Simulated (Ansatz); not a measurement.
# Ga4SbN3: the cell at several levels of theory

Aim: relax Ga4SbN3, ordered on the zincblende lattice (I-42m) with 8 atoms a cell with PBE and r2SCAN and see how far the functionals disagree on the cell. This is a trial cell built on a prototype, not taken from a measured structure, and it needn't be the compound's ground state.

The runs shown are made with Ansatz 0.2.0. PAW datasets, plane waves, zero pressure. The cell comes from a prototype generator: it can be a known phase or a hypothetical one. Spin polarisation is off.

### Step 1. Starting point

This is the cell as the run starts from it, not yet at rest; its lengths are not the crystal's.

Space group I-42m (No. 121), tetragonal; conventional cell a = 4.646 Å, c = 9.291 Å, 12.53 Å³ an atom. N has 4 Ga at 2.01 Å; Ga has 3 N at 2.01 Å and 1 Sb at 2.01 Å; Sb has 4 Ga at 2.01 Å.

As a file:

```cif
data_structure
_symmetry_space_group_name_H-M 'P 1'
_symmetry_Int_Tables_number 1
_cell_length_a 5.6896
_cell_length_b 5.6896
_cell_length_c 5.6896
_cell_angle_alpha 131.810
_cell_angle_beta 131.810
_cell_angle_gamma 70.529
_cell_volume 100.26
loop_
_atom_site_label
_atom_site_type_symbol
_atom_site_fract_x
_atom_site_fract_y
_atom_site_fract_z
_atom_site_occupancy
N1 N 0.25000 0.75000 0.50000 1
Ga1 Ga 0.87500 0.37500 0.00000 1
N2 N 0.50000 0.50000 0.00000 1
Ga2 Ga 0.12500 0.12500 0.50000 1
N3 N 0.75000 0.25000 0.50000 1
Ga3 Ga 0.37500 0.87500 0.00000 1
Sb1 Sb 0.00000 0.00000 0.00000 1
Ga4 Ga 0.62500 0.62500 0.50000 1
```

### Step 2. Relaxation with PBE

Input file input.yaml:

```yaml
crystal:
  lattice:
    - [-2.3227667355, 2.3227667355, 4.645533471]
    - [2.3227667355, -2.3227667355, 4.645533471]
    - [2.3227667355, 2.3227667355, -4.645533471]
  atoms:
    - { symbol: "N", position: [0.25, 0.75, 0.5] }
    - { symbol: Ga, position: [0.875, 0.375, 0.0] }
    - { symbol: "N", position: [0.5, 0.5, 0.0] }
    - { symbol: Ga, position: [0.125, 0.125, 0.5] }
    - { symbol: "N", position: [0.75, 0.25, 0.5] }
    - { symbol: Ga, position: [0.375, 0.875, 0.0] }
    - { symbol: Sb, position: [0.0, 0.0, 0.0] }
    - { symbol: Ga, position: [0.625, 0.625, 0.5] }
kpoints:
  mp_grid: { grid: [8, 8, 8] }
hamiltonian:
  xc: pbe
scf:
  occupations: { method: fermi_dirac, width: 0.02 }
relax:
  f_tol: 0.005
  cell: {}
```

The run is started by

```
ansatz run input.yaml --threads 4 --pin off --max-ram 6451MiB --backend cpu --events-out ev --progress --plain --runs-dir out
```

Further steps of the session: Relaxation with r2SCAN.

What does the calculation give? Wanted: for each run, a; c; volume; space group; SCF geometries.

As calculated:

```
 level  a (Å)  c (Å)  volume (Å³/atom)  space group  SCF geometries
   PBE  5.046  9.615            15.298        I-42m              10
r2SCAN  4.979  9.540            14.784        I-42m               5
```

**Reading.** The first relaxation changed the volume by +22.1 % from the start. r2SCAN gives the smallest cell and PBE the largest; they differ by 3.5 % in volume, a mean of 1.1 % in length. The meshes differ: PBE 8×8×8, r2SCAN 6×6×6.
